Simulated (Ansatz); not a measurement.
# Sn2Te3O: the cost of one run

Computed with Ansatz 0.2.0 (DFT PBE, scalar-relativistic, plane waves, PAW, unless a step's input says otherwise).

2 further runs of the same task are left out: 1 that didn't finish, 1 set aside as unsound or not needed.

## (1) The starting structure

The structure is tetragonal, space group P4mm (No. 99). The conventional cell has a = 4.136 Å, b = 4.136 Å, c = 8.780 Å, α = 90.00°, β = 90.00°, γ = 90.00°. Sn (site symmetry 4mm) is surrounded by 4 O at 3.06 Å and 5 Te at 3.07 to 3.15 Å. Sn (site symmetry 4mm) has 8 Te at 3.08 to 3.16 Å and 1 O at 3.12 Å as nearest neighbours. Te (site symmetry 2mm) is surrounded by 4 Te at 2.92 Å and 4 Sn at 3.15 to 3.16 Å. Around Te (site symmetry 4mm) lie 5 Sn at 3.07 to 3.08 Å. O (site symmetry 4mm) has 5 Sn at 3.06 to 3.12 Å as nearest neighbours.

Structure file:

```cif
data_structure
_symmetry_space_group_name_H-M 'P 1'
_symmetry_Int_Tables_number 1
_cell_length_a 4.1356
_cell_length_b 4.1356
_cell_length_c 8.7798
_cell_angle_alpha 90.000
_cell_angle_beta 90.000
_cell_angle_gamma 90.000
_cell_volume 150.16
loop_
_atom_site_label
_atom_site_type_symbol
_atom_site_fract_x
_atom_site_fract_y
_atom_site_fract_z
_atom_site_occupancy
Sn1 Sn 0.50000 0.50000 0.72860 1
Sn2 Sn 0.00000 0.00000 0.27024 1
Te1 Te 0.50000 0.00000 0.99856 1
Te2 Te 0.00000 0.50000 0.99856 1
Te3 Te 0.50000 0.50000 0.37889 1
O1 O 0.00000 0.00000 0.62515 1
```

Recipe of the guess: species swapped into a database cell of Zr2As3S (P4mm, No. 99), with Sn on the Zr sites, Te on the As sites and O on the S sites. Lengths come from tabulated atomic sizes and are only a guess.

## (2) Probe: one point on a coarse mesh

The input, input.yaml:

```yaml
crystal:
  lattice:
    - [4.13559308, 0.0, 0.0]
    - [0.0, 4.13559308, 0.0]
    - [0.0, 0.0, 8.77980735]
  atoms:
    - { symbol: Sn, position: [0.5, 0.5, 0.72860098] }
    - { symbol: Sn, position: [0.0, 0.0, 0.270239] }
    - { symbol: Te, position: [0.5, 0.0, 0.99856102] }
    - { symbol: Te, position: [0.0, 0.5, 0.99856102] }
    - { symbol: Te, position: [0.5, 0.5, 0.378887] }
    - { symbol: O, position: [0.0, 0.0, 0.62515002] }
basis:
  ecutwfc: 420
kpoints:
  mp_grid: { grid: [4, 4, 2] }
hamiltonian:
  xc: pbe
scf:
  occupations: { method: gaussian, width: 0.1 }
  lower_state_search: "off"
output:
  forces: true
  stress: true
  eigenvalues: true
```

On the command line:

```sh
$ ansatz run input.yaml --threads 1 --pin off --max-ram 2560MiB --backend cpu --events-out ev --progress --plain --runs-dir out
```

**Question.** How long does this run take on 1 thread of AMD EPYC 9R45 (Zen 5), shared host, and how much memory does it need?

About 3.1 s, with a peak of 0.42 GiB.
